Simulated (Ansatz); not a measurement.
# Ni: the cost of one run

Method: DFT r2SCAN, scalar-relativistic, plane waves, PAW, in Ansatz 0.2.0.

## Step 1: The system as given

It takes space group Fm-3m (No. 225, cubic). The conventional cell has a = 3.524 Å, b = 3.524 Å, c = 3.524 Å, α = 90.00°, β = 90.00°, γ = 90.00°. Ni (site symmetry m-3m) is surrounded by 12 Ni at 2.49 Å.

As a file:

```cif
data_structure
_symmetry_space_group_name_H-M 'Fm-3m'
_symmetry_Int_Tables_number 225
_cell_length_a 3.5239
_cell_length_b 3.5239
_cell_length_c 3.5239
_cell_angle_alpha 90.000
_cell_angle_beta 90.000
_cell_angle_gamma 90.000
_cell_volume 43.76
loop_
_atom_site_label
_atom_site_type_symbol
_atom_site_symmetry_multiplicity
_atom_site_Wyckoff_symbol
_atom_site_fract_x
_atom_site_fract_y
_atom_site_fract_z
_atom_site_occupancy
Ni1 Ni 4 a 0.00000 0.00000 0.00000 1
```

The structure rests on an entry of the Crystallography Open Database; cell or positions may have been set otherwise for this series.

## Step 2: Relaxing cell and atoms: Ni, moments +

input.yaml

```yaml
crystal:
  lattice:
    - [0.0, 1.761935, 1.761935]
    - [1.761935, 0.0, 1.761935]
    - [1.761935, 1.761935, 0.0]
  atoms:
    - { symbol: Ni, position: [0.0, 0.0, 0.0], spin: 0.7 }
magnetization:
  spin_polarized: true
scf:
  occupations: { method: gaussian, width: 0.05 }
output:
  forces: true
  stress: true
  eigenvalues: true
  populations: true
  write_density: true
  write_potential: true
  elf: true
  volumetric_format: npy
kpoints:
  mp_grid: { grid: [16, 16, 16] }
hamiltonian:
  xc: r2scan
relax:
  f_tol: 0.01
  adjacent_minimum: "off"
  cell: { stress_tol: 0.05 }
```

Run with:

```console
$ ansatz run input.yaml --threads 4 --pin off --max-ram 12288MiB --backend cpu --events-out ev --progress --plain --runs-dir out
```

**Question.** How long does this run take on 4 threads of AMD EPYC 7R43 (Zen 3), shared host, and how much memory does it need?

About 23 s, with a peak of 0.42 GiB.
